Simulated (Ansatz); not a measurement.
Predict the output of the script below (Ansatz 0.2.0, Python API).

The script, `methods.py`:
```python
from pathlib import Path

import ansatz as az
import numpy as np

BASIS_SET = "def2-SVP"

geometry_ang = [
    ("N", (2.4286, -1.8041, 0.8103)),
    ("C", (1.6722, -0.8498, 0.9011)),
    ("Si", (0.5369, 0.5851, 1.0487)),
    ("Si", (-1.3129, 0.1214, 0.0946)),
    ("Sb", (-0.994, -0.4398, -2.3474)),
    ("H", (0.3565, 0.9006, 2.4845)),
    ("H", (1.1996, 1.748, 0.3978)),
    ("H", (-1.9583, -1.0297, 0.7625)),
    ("H", (-2.276, 1.2907, 0.248)),
    ("H", (0.0962, 0.9402, -2.4797)),
    ("H", (0.3166, -1.5196, -1.8998)),
]
mol = az.Crystal.molecule()
for symbol, xyz in geometry_ang:
    mol = mol.atom(symbol, xyz)

model = mol.calculation().basis(gaussian=BASIS_SET)

print("functional    E (Ha)        dipole (D)   HOMO (eV)  LUMO (eV)")
for name in ["revpbe", "pbe", "lc_wpbe", "blyp"]:
    summary = model.functional(name).forces().orbitals().run(threads=1, backend="cpu", runs_dir="runs").report
    lines = Path(summary["orbitals_path"]).read_text().splitlines()
    field_of = lambda key: [line.split("=")[1].strip() for line in lines if line.startswith(key)]
    orbitals = [(27.211386 * float(e), s, float(n)) for e, s, n in zip(field_of("Ene="), field_of("Spin="), field_of("Occup="))]
    homo = max(e for e, _, n in orbitals if n > 0.5)
    lumo = min(e for e, _, n in orbitals if n < 0.5)
    dipole = 4.803205 * np.linalg.norm(summary["charge_distribution"]["dipole_moment_e_ang"])
    print(f"{name:10s} {summary['free_energy_ev'] / 27.211386246:14.6f} {dipole:9.3f} {homo:11.3f} {lumo:10.3f}")
```

```console
$ python methods.py
functional    E (Ha)        dipole (D)   HOMO (eV)  LUMO (eV)
revpbe        -915.308586     3.190      -6.514     -1.843
pbe           -914.979887     3.201      -6.556     -1.906
lc_wpbe       -915.173982     3.255      -9.910      1.029
blyp          -915.305756     3.224      -6.372     -1.704
```

Caveats:
- Total energies depend on the basis set; only differences at equal settings carry meaning.
- The geometry is a force-field or estimated start, not a minimum of this method, and the basis set is short of its limit. A lower total doesn't mark the better method: functionals have no common bound, and MP2 and coupled cluster aren't variational.
- def2 sets replace the cores of elements past krypton by effective core potentials.
- Levels such as HOMO and LUMO are orbital energies: with these approximate functionals they aren't the ionisation energy and electron affinity, and their gap isn't the fundamental gap.
- Hardware and time: 22 s on 1 thread of Arm Neoverse V1, on a shared host, peak memory 0.31 GiB.

(Lines on the test bed's own set-up are left out of the output.)
